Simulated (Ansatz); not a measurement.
**C10H9N: how energies converge with the basis set**

An exercise on one series of results from a longer session: the logs are not shown, and one member is left open.

Computed with Ansatz 0.2.0, Gaussian basis. Level: one geometry, several basis sets.

Levels to be run: PBE0-D4/def2-SVP; ωB97M-V/def2-SVP; PBE0-D4/def2-QZVPP; ωB97M-V/def2-QZVPP; the functionals' def2-TZVPP values are taken from earlier runs.

### Structure used throughout

The geometry comes from an earlier relaxation with PBE0-D4 in a triple-zeta def2 set; it is a stationary point, not always the lowest conformer.

SMILES `Cc1ccc2ncccc2c1`, 20 atoms, charge 0, spin multiplicity 1.

Atoms are counted from 1 here; the program's logs count them from 0.

Bond lengths: C1–C2 1.496 Å, C1–H12 1.094 Å, C1–H13 1.091 Å, C1–H14 1.094 Å, C2–C3 1.416 Å, C2–C11 1.370 Å, C3–C4 1.365 Å, C3–H15 1.086 Å, C4–C5 1.412 Å, C4–H16 1.083 Å, C5–N6 1.354 Å, C5–C10 1.419 Å, N6–C7 1.307 Å, C7–C8 1.409 Å, C7–H17 1.088 Å, C8–C9 1.366 Å, C8–H18 1.083 Å, C9–C10 1.408 Å and more. Angles: C2–C1–H12 111.0°, C2–C1–H13 111.4°, C2–C1–H14 111.0°, H12–C1–H13 108.1°, H12–C1–H14 107.0°, H13–C1–H14 108.1°, C1–C2–C3 119.7°, C1–C2–C11 121.8°, C3–C2–C11 118.5°, C2–C3–C4 121.6°, C2–C3–H15 118.7°, C4–C3–H15 119.7°, C3–C4–C5 120.5°, C3–C4–H16 121.8°, C5–C4–H16 117.7°, C4–C5–N6 118.8°, C4–C5–C10 118.5°, N6–C5–C10 122.7° and more.

Coordinates:

```
C     2.22939   -1.90904   -1.32481
C     1.04256   -1.13074   -0.85089
C    -0.23364   -1.39010   -1.40704
C    -1.34270   -0.70424   -1.00460
C    -1.24610    0.29386   -0.01103
N    -2.36809    0.95330    0.36263
C    -2.25603    1.87375    1.28444
C    -1.04285    2.22112    1.91115
C     0.09688    1.56422    1.54398
C     0.02668    0.56397    0.55515
C     1.15145   -0.16512    0.11420
H     2.08924   -2.98058   -1.15568
H     3.13969   -1.60141   -0.80883
H     2.38540   -1.77212   -2.39874
H    -0.32312   -2.15442   -2.17267
H    -2.32005   -0.90046   -1.42906
H    -3.17129    2.38910    1.56705
H    -1.02972    2.99613    2.66797
H     1.05345    1.79883    1.99995
H     2.11887    0.05393    0.55683
```

The first run:

Contents of in.yaml:

```yaml
crystal:
  periodic: [false, false, false]
  atoms:
    - {symbol: C, position_ang: [2.229389, -1.909040, -1.324807]}
    - {symbol: C, position_ang: [1.042563, -1.130745, -0.850887]}
    - {symbol: C, position_ang: [-0.233637, -1.390099, -1.407044]}
    - {symbol: C, position_ang: [-1.342699, -0.704242, -1.004603]}
    - {symbol: C, position_ang: [-1.246102, 0.293859, -0.011032]}
    - {symbol: N, position_ang: [-2.368094, 0.953305, 0.362627]}
    - {symbol: C, position_ang: [-2.256035, 1.873751, 1.284438]}
    - {symbol: C, position_ang: [-1.042852, 2.221122, 1.911151]}
    - {symbol: C, position_ang: [0.096879, 1.564225, 1.543984]}
    - {symbol: C, position_ang: [0.026681, 0.563973, 0.555148]}
    - {symbol: C, position_ang: [1.151447, -0.165117, 0.114198]}
    - {symbol: H, position_ang: [2.089236, -2.980580, -1.155675]}
    - {symbol: H, position_ang: [3.139688, -1.601411, -0.808828]}
    - {symbol: H, position_ang: [2.385405, -1.772124, -2.398738]}
    - {symbol: H, position_ang: [-0.323125, -2.154423, -2.172675]}
    - {symbol: H, position_ang: [-2.320054, -0.900461, -1.429058]}
    - {symbol: H, position_ang: [-3.171288, 2.389102, 1.567050]}
    - {symbol: H, position_ang: [-1.029717, 2.996127, 2.667970]}
    - {symbol: H, position_ang: [1.053446, 1.798835, 1.999955]}
    - {symbol: H, position_ang: [2.118868, 0.053933, 0.556828]}
basis:
  gaussian: {orbitals: def2-SVP}
hamiltonian: {xc: pbe0, dispersion: d4}
output: {orbitals: {seedname: orbitals}}
```

On the command line:

```console
$ ansatz run in.yaml --threads 4 --pin off --events-out ev --progress --plain --max-ram 46080MiB --backend cpu
```

Steps of the session up to this table: PBE0-D4 in def2-SVP; ωB97M-V in def2-SVP; PBE0-D4 in def2-QZVPP; ωB97M-V in def2-QZVPP.

One of the session's tables, all rows but one given; the rest of the session is left out.

It belongs to the step «Density functionals: the series». 

```
functional       basis  HOMO (eV)
   PBE0-D4    def2-SVP      -6.67
   PBE0-D4  def2-TZVPP      -6.69
   PBE0-D4  def2-QZVPP      -6.70
   ωB97M-V    def2-SVP      -8.61
   ωB97M-V  def2-TZVPP          ?
   ωB97M-V  def2-QZVPP      -8.65
```

**Question.** Estimate the row for ωB97M-V, def2-TZVPP.

As computed: HOMO (eV): -8.64. In the column «HOMO (eV)» it lies between ωB97M-V, def2-QZVPP (-8.65) and ωB97M-V, def2-SVP (-8.61).
